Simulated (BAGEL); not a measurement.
# UHF/6-31G(d) (density fitting with qzvpp-jkfit, spherical functions) run of SiNH3ClO (SMILES N[Si](O)Cl)

Aim: the vertical ionisation energy of SiNH3ClO at UHF/6-31G* (density fitting with qzvpp-jkfit, spherical functions), from 2 runs. 

Program for the calculation: BAGEL 1.2.2.

2 further runs of the same task are left out: 2 set aside as unsound or not needed.

## Step 1: Starting point

SiNH3ClO has 7 atoms, charge 0, and is taken as a doublet. As SMILES, `N[Si](O)Cl`. Geometry: relaxed at PBE0-D4/def2-TZVP. This is one conformer, not always the lowest.

Bond lengths: N1–Si2 1.702 Å, Si2–O3 1.644 Å, Si2–Cl4 2.075 Å, N1–H5 1.007 Å, N1–H6 1.008 Å, O3–H7 0.959 Å. Angles: N1–Si2–O3 104.8°, N1–Si2–Cl4 106.6°, O3–Si2–Cl4 113.4°, Si2–N1–H5 120.6°, Si2–N1–H6 120.0°, Si2–O3–H7 116.2°, H5–N1–H6 112.6°.

## Step 2: A single-point energy at UHF/6-31G(d) (density fitting with qzvpp-jkfit, spherical functions)

input.json

```json
{ "bagel": [

{
  "title": "molecule",
  "basis": "6-31gs.json",
  "df_basis": "qzvpp-jkfit",
  "angstrom": true,
  "geometry": [
    { "atom": "N", "xyz": [   -0.447500,    1.069800,    0.302600 ] },
    { "atom": "Si", "xyz": [    0.431300,   -0.174700,   -0.456100 ] },
    { "atom": "O", "xyz": [    0.600600,   -1.333300,    0.697400 ] },
    { "atom": "Cl", "xyz": [   -0.699600,   -0.791500,   -2.082600 ] },
    { "atom": "H", "xyz": [   -0.895900,    1.786700,   -0.243500 ] },
    { "atom": "H", "xyz": [   -0.176100,    1.392700,    1.217800 ] },
    { "atom": "H", "xyz": [    1.248400,   -2.017700,    0.518600 ] }
  ]
},
{
  "title": "uhf",
  "nopen": 1
},
{
  "title": "print",
  "file": "orbitals.molden",
  "orbitals": true
}

]}
```

The basis set 6-31G* is read from a file made from the Basis Set Exchange's data (not shown).

Run with:

```console
$ BAGEL_NUM_THREADS=1 BAGEL input.json > input.out
```

Output:

```text
* using 1 threads per process

  ===============================================================
  ===============================================================

  *** Geometry ***

  { "atom" : "N", "xyz" : [     -0.845652,      2.021629,      0.571831 ] },
  { "atom" : "Si", "xyz" : [      0.815039,     -0.330135,     -0.861904 ] },
  { "atom" : "O", "xyz" : [      1.134970,     -2.519572,      1.317895 ] },
  { "atom" : "Cl", "xyz" : [     -1.322052,     -1.495718,     -3.935544 ] },
  { "atom" : "H", "xyz" : [     -1.693006,      3.376374,     -0.460148 ] },
  { "atom" : "H", "xyz" : [     -0.332781,      2.631822,      2.301308 ] },
  { "atom" : "H", "xyz" : [      2.359134,     -3.812900,      0.980012 ] },

  Number of auxiliary basis functions:      464

  Since a DF basis is specified, we compute 2- and 3-index integrals:
    o Being stored without compression. Storage requirement is 0.018 GB

  Number of basis functions:       70
  Number of electrons      :       49

    * METHOD: MOLECULE                             0.18

  *** Open-shell HF ***

  === Nuclear Repulsion ===
   215.5121259053

      * DIIS with orbital gradients will be used.

  === UHF iteration (6-31gs.json) ===
      0       -879.25237298          0.05075630           0.09
      1       -879.43412642          0.03228863           0.08
      2       -879.49590113          0.02035504           0.09
      3       -879.53345392          0.00112283           0.09
      4       -879.53405887          0.00052062           0.08
      5       -879.53416150          0.00014779           0.08
      6       -879.53418303          0.00005693           0.08
      7       -879.53418741          0.00002598           0.08
      8       -879.53418892          0.00000696           0.08
      9       -879.53418915          0.00000338           0.08
     10       -879.53418920          0.00000148           0.09
     11       -879.53418921          0.00000061           0.08
     12       -879.53418921          0.00000028           0.08
     13       -879.53418921          0.00000014           0.08
     14       -879.53418921          0.00000007           0.08
     15       -879.53418921          0.00000002           0.08
     16       -879.53418921          0.00000001           0.08
     17       -879.53418921          0.00000001           0.08
    * SCF iteration converged.

    * S^2 (UHF) is 0.7551

    * Permanent dipole moment:
           (   -0.850569,    -0.554312,    -0.464079) a.u.

    * METHOD: UHF                                  1.63

    * METHOD: PRINT                                0.01

  ===============================================================
```

It took 2 s on 1 thread of Arm Neoverse V2, shared host; peak memory 0.098 GiB.

## Step 3: The singlet cation, same level

calc.json

```json
{ "bagel" : [

{
  "title" : "molecule",
  "basis" : "6-31gs.json",
  "df_basis" : "qzvpp-jkfit",
  "angstrom" : true,
  "geometry" : [
    { "atom" : "N", "xyz" : [      -0.447500,       1.069800,       0.302600 ] },
    { "atom" : "Si", "xyz" : [       0.431300,      -0.174700,      -0.456100 ] },
    { "atom" : "O", "xyz" : [       0.600600,      -1.333300,       0.697400 ] },
    { "atom" : "Cl", "xyz" : [      -0.699600,      -0.791500,      -2.082600 ] },
    { "atom" : "H", "xyz" : [      -0.895900,       1.786700,      -0.243500 ] },
    { "atom" : "H", "xyz" : [      -0.176100,       1.392700,       1.217800 ] },
    { "atom" : "H", "xyz" : [       1.248400,      -2.017700,       0.518600 ] }
  ]
},

{ "title" : "hf", "charge" : 1 },

{ "title" : "print", "file" : "orbitals.molden", "orbitals" : true }

]}
```

The basis set 6-31G* is read from a file made from the Basis Set Exchange's data (not shown).

Run with:

```console
$ BAGEL_NUM_THREADS=1 BAGEL calc.json > calc.out
```

Output:

```text
* using 1 threads per process

  ===============================================================
  ===============================================================

  *** Geometry ***

  { "atom" : "N", "xyz" : [     -0.845652,      2.021629,      0.571831 ] },
  { "atom" : "Si", "xyz" : [      0.815039,     -0.330135,     -0.861904 ] },
  { "atom" : "O", "xyz" : [      1.134970,     -2.519572,      1.317895 ] },
  { "atom" : "Cl", "xyz" : [     -1.322052,     -1.495718,     -3.935544 ] },
  { "atom" : "H", "xyz" : [     -1.693006,      3.376374,     -0.460148 ] },
  { "atom" : "H", "xyz" : [     -0.332781,      2.631822,      2.301308 ] },
  { "atom" : "H", "xyz" : [      2.359134,     -3.812900,      0.980012 ] },

  Number of auxiliary basis functions:      464

  Since a DF basis is specified, we compute 2- and 3-index integrals:
    o Being stored without compression. Storage requirement is 0.018 GB

  Number of basis functions:       70
  Number of electrons      :       49

    * METHOD: MOLECULE                             0.17

  *** RHF ***

  === Nuclear Repulsion ===
   215.5121259053

      * DIIS with orbital gradients will be used.

  === RHF iteration (6-31gs.json) ===
      0       -878.96415918          0.02621771           0.04
      1       -879.12120647          0.01871608           0.04
      2       -879.23970534          0.00162094           0.04
      3       -879.24114174          0.00054777           0.04
      4       -879.24132707          0.00018730           0.04
      5       -879.24135244          0.00006186           0.04
      6       -879.24135705          0.00003808           0.04
      7       -879.24135874          0.00001133           0.04
      8       -879.24135896          0.00000397           0.04
      9       -879.24135898          0.00000246           0.04
     10       -879.24135899          0.00000079           0.04
     11       -879.24135899          0.00000034           0.04
     12       -879.24135899          0.00000014           0.04
     13       -879.24135899          0.00000006           0.04
     14       -879.24135899          0.00000002           0.04
     15       -879.24135899          0.00000001           0.04
     16       -879.24135899          0.00000001           0.04
    * SCF iteration converged.

    * Permanent dipole moment:
           (   -1.649512,    -0.988607,    -0.474378) a.u.

    * METHOD: HF                                   0.83

    * METHOD: PRINT                                0.01

  ===============================================================
```

Run time: 1.2 s. Hardware: 1 thread of Arm Neoverse V2, shared host; peak memory 0.099 GiB.

## Step 4: Results

At UHF/6-31G* (density fitting with qzvpp-jkfit, spherical functions):

| quantity | value |
| --- | --- |
| doublet SiNH3ClO: total energy | -879.53419 Eh |
| doublet SiNH3ClO: dipole moment | 2.84 D |
| doublet SiNH3ClO: ⟨S²⟩ | 0.755 |
| singlet cation: total energy | -879.24136 Eh |
| singlet cation: HOMO energy | -17.75 eV |
| singlet cation: LUMO energy | -6.94 eV |
| singlet cation: HOMO–LUMO gap | 10.81 eV |
| vertical ionisation energy (to the singlet cation) | 7.968 eV |

**Reading.** The vertical ionisation energy comes to 7.97 eV (769 kJ/mol). Only the singlet of the ionised species was computed; a triplet could lie lower.
